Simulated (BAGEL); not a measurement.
**C2H3BClN (SMILES C#CB(N)Cl) at HF/STO-3G (density fitting with qzvpp-jkfit)**

Aim: the energy change on altering one bond length of C2H3BClN at HF/STO-3G (density fitting with qzvpp-jkfit), from 2 runs. 

The calculation is run with BAGEL 1.2.2.

2 further runs of the same task are left out: 1 that didn't finish, 1 set aside as unsound or not needed. Runs told in other sessions of the task aren't counted.

## 1. The structure to begin with

C2H3BClN: 8 atoms, total charge 0, spin state singlet. SMILES: `C#CB(N)Cl`. The coordinates come from a GFN2-xTB relaxation.

Bond lengths: C1–C2 1.203 Å, C2–B3 1.518 Å, B3–N4 1.386 Å, B3–Cl5 1.743 Å, C1–H6 1.052 Å, N4–H7 1.006 Å, N4–H8 1.005 Å. Angles: C1–C2–B3 177.4°, C2–B3–N4 122.1°, C2–B3–Cl5 119.3°, N4–B3–Cl5 118.6°, C2–C1–H6 179.1°, B3–N4–H7 122.9°, B3–N4–H8 123.4°, H7–N4–H8 113.7°.

## 2. The energy at HF/STO-3G (density fitting with qzvpp-jkfit)

File input.json:

```json
{ "bagel" : [

{
  "title" : "molecule",
  "basis" : "sto-3g",
  "df_basis" : "qzvpp-jkfit",
  "angstrom" : "true",
  "geometry" : [
    { "atom" : "C", "xyz" : [      -0.093600,       1.671730,       1.445530 ] },
    { "atom" : "C", "xyz" : [      -0.021150,       0.879920,       0.543170 ] },
    { "atom" : "B", "xyz" : [       0.080990,      -0.067780,      -0.638370 ] },
    { "atom" : "N", "xyz" : [      -0.019290,      -1.442560,      -0.490890 ] },
    { "atom" : "Cl", "xyz" : [       0.332360,       0.584170,      -2.235220 ] },
    { "atom" : "H", "xyz" : [      -0.160220,       2.351010,       2.245560 ] },
    { "atom" : "H", "xyz" : [       0.046320,      -2.081900,      -1.264990 ] },
    { "atom" : "H", "xyz" : [      -0.165420,      -1.894590,       0.395210 ] }
  ]
},

{
  "title" : "hf"
},

{
  "title" : "print",
  "file" : "orbitals.molden",
  "orbitals" : "true"
}

]}
```

On the command line:

```sh
$ BAGEL_NUM_THREADS=1 BAGEL input.json > input.out
```

The program printed:

```text
* using 1 threads per process

  ===============================================================
  ===============================================================

  *** Geometry ***

  { "atom" : "C", "xyz" : [     -0.176878,      3.159112,      2.731656 ] },
  { "atom" : "C", "xyz" : [     -0.039968,      1.662808,      1.026443 ] },
  { "atom" : "B", "xyz" : [      0.153049,     -0.128086,     -1.206344 ] },
  { "atom" : "N", "xyz" : [     -0.036453,     -2.726043,     -0.927648 ] },
  { "atom" : "Cl", "xyz" : [      0.628069,      1.103921,     -4.223954 ] },
  { "atom" : "H", "xyz" : [     -0.302772,      4.442765,      4.243493 ] },
  { "atom" : "H", "xyz" : [      0.087532,     -3.934221,     -2.390485 ] },
  { "atom" : "H", "xyz" : [     -0.312598,     -3.580256,      0.746839 ] },

  Number of auxiliary basis functions:      484

  Since a DF basis is specified, we compute 2- and 3-index integrals:
    o Being stored without compression. Storage requirement is 0.004 GB

  Number of basis functions:       32
  Number of electrons      :       44

    * METHOD: MOLECULE                             0.18

  *** RHF ***

  === Nuclear Repulsion ===
   169.9811796102

      * DIIS with orbital gradients will be used.

  === RHF iteration (sto-3g) ===
      0       -609.20861744          0.01081092           0.03
      1       -609.26377203          0.00297414           0.03
      2       -609.26714274          0.00102803           0.03
      3       -609.26751287          0.00050361           0.03
      4       -609.26757442          0.00010723           0.03
      5       -609.26758038          0.00005630           0.03
      6       -609.26758327          0.00002707           0.03
      7       -609.26758409          0.00000868           0.03
      8       -609.26758416          0.00000173           0.03
      9       -609.26758417          0.00000040           0.03
     10       -609.26758417          0.00000018           0.03
     11       -609.26758417          0.00000007           0.03
     12       -609.26758417          0.00000002           0.03
     13       -609.26758417          0.00000001           0.03
    * SCF iteration converged.

    * Permanent dipole moment:
           (    0.165766,     0.875309,    -0.852284) a.u.

    * METHOD: HF                                   0.45

    * METHOD: PRINT                                0.00

  ===============================================================
```

Run time: 0.81 s. Hardware: 1 thread of Arm Neoverse V2, shared host; peak memory 0.084 GiB.

## 3. The distorted shape

File input.json:

```json
{ "bagel": [

{
  "title": "molecule",
  "basis": "sto-3g",
  "df_basis": "qzvpp-jkfit",
  "angstrom": "true",
  "geometry": [
    { "atom": "C", "xyz": [      -0.131308,       1.573932,       1.685071 ] },
    { "atom": "C", "xyz": [      -0.058858,       0.782122,       0.782711 ] },
    { "atom": "B", "xyz": [       0.043282,      -0.165578,      -0.398829 ] },
    { "atom": "N", "xyz": [      -0.056998,      -1.540358,      -0.251349 ] },
    { "atom": "Cl", "xyz": [       0.332360,       0.584170,      -2.235220 ] },
    { "atom": "H", "xyz": [      -0.197928,       2.253212,       2.485101 ] },
    { "atom": "H", "xyz": [       0.008612,      -2.179698,      -1.025449 ] },
    { "atom": "H", "xyz": [      -0.203128,      -1.992388,       0.634751 ] }
  ]
},

{ "title": "hf" },

{ "title": "print", "file": "orbitals.molden", "orbitals": "true" }

]}
```

On the command line:

```sh
$ BAGEL_NUM_THREADS=1 BAGEL input.json > input.out
```

The program printed:

```text
* using 1 threads per process

  ===============================================================
  ===============================================================

  *** Geometry ***

  { "atom" : "C", "xyz" : [     -0.248136,      2.974300,      3.184323 ] },
  { "atom" : "C", "xyz" : [     -0.111226,      1.477996,      1.479109 ] },
  { "atom" : "B", "xyz" : [      0.081791,     -0.312897,     -0.753678 ] },
  { "atom" : "N", "xyz" : [     -0.107711,     -2.910855,     -0.474981 ] },
  { "atom" : "Cl", "xyz" : [      0.628069,      1.103921,     -4.223954 ] },
  { "atom" : "H", "xyz" : [     -0.374030,      4.257954,      4.696160 ] },
  { "atom" : "H", "xyz" : [      0.016274,     -4.119032,     -1.937818 ] },
  { "atom" : "H", "xyz" : [     -0.383856,     -3.765068,      1.199506 ] },

  Number of auxiliary basis functions:      484

  Since a DF basis is specified, we compute 2- and 3-index integrals:
    o Being stored without compression. Storage requirement is 0.004 GB

  Number of basis functions:       32
  Number of electrons      :       44

    * METHOD: MOLECULE                             0.18

  *** RHF ***

  === Nuclear Repulsion ===
   162.1408957862

      * DIIS with orbital gradients will be used.

  === RHF iteration (sto-3g) ===
      0       -609.17900628          0.01175578           0.03
      1       -609.24754119          0.00359093           0.03
      2       -609.25198818          0.00147714           0.03
      3       -609.25264756          0.00068161           0.03
      4       -609.25276714          0.00012883           0.03
      5       -609.25277643          0.00006352           0.03
      6       -609.25277991          0.00003186           0.03
      7       -609.25278099          0.00001260           0.03
      8       -609.25278116          0.00000264           0.03
      9       -609.25278117          0.00000066           0.03
     10       -609.25278117          0.00000031           0.03
     11       -609.25278117          0.00000012           0.03
     12       -609.25278117          0.00000003           0.03
     13       -609.25278117          0.00000001           0.03
     14       -609.25278117          0.00000001           0.03
    * SCF iteration converged.

    * Permanent dipole moment:
           (    0.229818,     1.023790,    -1.267270) a.u.

    * METHOD: HF                                   0.47

    * METHOD: PRINT                                0.00

  ===============================================================
```

Wall time 0.83 s (1 thread of Arm Neoverse V2, shared host); peak memory 0.084 GiB.

## 4. Outcome

Level: HF/STO-3G (density fitting with qzvpp-jkfit).

| quantity | value |
| --- | --- |
| first shape: total energy | -609.26758 Eh |
| first shape: dipole moment | 3.13 D |
| first shape: HOMO energy | -9.27 eV |
| first shape: LUMO energy | 6.54 eV |
| first shape: HOMO–LUMO gap | 15.80 eV |
| distorted shape: total energy | -609.25278 Eh |
| distorted shape: dipole moment | 4.18 D |
| distorted shape: HOMO energy | -9.38 eV |
| distorted shape: LUMO energy | 6.14 eV |
| distorted shape: HOMO–LUMO gap | 15.51 eV |
| energy change with the B3–Cl5 bond stretched from 1.743 to 2.004 Å | 0.403 eV |

**Reading.** With the B3–Cl5 bond stretched from 1.743 to 2.004 Å the energy rises by 0.40 eV (9.3 kcal/mol). The first shape isn't relaxed at this level, so the change isn't measured from a minimum. The minimal basis adds a large error of its own.
